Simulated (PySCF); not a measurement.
# CaBr: bond curves at several levels of theory

The task here is to estimate one member of a computed series from the others.

The runs use PySCF 2.14.0; Ca pcseg-1, Br pcseg-1, no relativity.

The first run:

A driver script around PySCF takes these settings:

| Property | Result |
| --- | --- |
| atoms | Ca, Br |
| charge | 0 |
| basis | Ca pcseg-1, Br pcseg-1 |
| Hamiltonian | no relativity |
| basis functions | 51 |
| electrons treated | 55 |
| masses in u | 39.9626, 78.9183 |
| levels | PBE0, PBE, r²SCAN, r²SCAN0, B97-3, M06-2X, HF, MP2, SCS-MP2, CCSD, CCSD(T) |
| grid | 80 radial by 434 angular points |
| occupations | held fixed by the projection of orbital angular momentum |
| dissociation limit | Ca + Br, each in its ground configuration |
| starting distance in angstrom | 2.705 |
| values of 2S to try | 1, 3 |

Command:

```
$ OMP_NUM_THREADS=1 python dia.py task.json out
```

Steps of the session up to this table: The job; First curve: PBE0; Excited determinants; PBE; r²SCAN (meta-GGA); r²SCAN0; B97-3; M06-2X; UHF (mean field); Correlated methods on the Hartree–Fock reference.

One of the session's tables, all rows but one given; the rest of the session is left out.

Energy (eV) from each level's lowest point:

```
R (Å)    UHF  UHF-MP2  UHF-SCS-MP2  UHF-CCSD  UHF-CCSD(T)
2.235  1.313    1.198        1.230       n/a          n/a
2.339  0.668    0.594        0.615     0.618        0.610
2.443      ?        ?            ?         ?            ?
2.521  0.115    0.090        0.098     0.099        0.096
2.599  0.027    0.016        0.020     0.021        0.019
2.677  0.000    0.000        0.000     0.000        0.000
2.781  0.032    0.044        0.040     0.039        0.040
2.911  0.150    0.172        0.164     0.162        0.164
3.067  0.361    0.393        0.380     0.378        0.381
3.275  0.701    0.746        0.729       n/a          n/a
```

Estimate the missing values for R (Å) = 2.443.

Worked estimate for «UHF». A straight line through the neighbours (2.339, 0.668) and (2.521, 0.115) gives 0.668 + (0.115 − 0.668) × (2.443 − 2.339) / (2.521 − 2.339) = 0.352; a parabola fitted to 4 rows on both sides gives 0.270.

As computed: UHF: 0.281; UHF-MP2: 0.238; UHF-SCS-MP2: 0.251; UHF-CCSD: 0.253; UHF-CCSD(T): 0.248. In «UHF» the line misses by +0.071 and the parabola by -0.011.
